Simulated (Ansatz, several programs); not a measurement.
AlGa3P4, ordered on the zincblende lattice (Amm2) with 8 atoms a cell, relaxed with PBE in Ansatz (plane waves, PAW): space group Amm2 (No. 38), orthorhombic; a = 3.897 Å, b = 7.789 Å, c = 11.005 Å in the conventional setting, 20.88 Å³ an atom. Al is surrounded by 4 P at 2.38 Å; Ga is surrounded by 4 P at 2.39 Å; P is surrounded by 2 Al at 2.38 Å and 2 Ga at 2.39 Å; P is surrounded by 1 Al at 2.38 Å and 3 Ga at 2.39 Å; P is surrounded by 4 Ga at 2.39 Å. The cell was then scaled with its shape and fractional coordinates held, which makes it stiffer than a relaxed compression. The cell comes from a prototype generator: it can be a known phase or a hypothetical one. Spin polarisation is off.

```
V (Å³/atom)  E (meV/atom)
     19.625         20.54
     20.878          0.00
     21.504          4.36
     22.131         16.55
```

**Question.** Pass a cubic E = c₀ + c₁u + c₂u² + c₃u³, with u = V − 21.035 Å³, through these points.

**Answer.** c₀ = 0.28, c₁ = +3.593, c₂ = 11.347, c₃ = -0.9869 (meV and Å³).

**Question.** Where is the minimum, and what bulk modulus follows?

**Answer.** dE/du = 0 at u = -0.155, so V₀ = 20.88 Å³. B = V₀ d²E/dV² = 20.88 × (2c₂ + 6c₃u) = 20.88 × 23.613 = 493 meV/Å³, and 1 meV/Å³ is 0.16022 GPa: 79 GPa. A third-order Birch-Murnaghan fit to all five points gives 20.88 Å³ and 78 GPa.

**Question.** Predict the energy and the pressure at the withheld volume, 20.252 Å³.

**Answer.** With u = -0.783: E ≈ 4.90 meV and P = −dE/dV ≈ +2.56 GPa. The run gives 4.85 meV and, from its stress, +2.55 GPa.
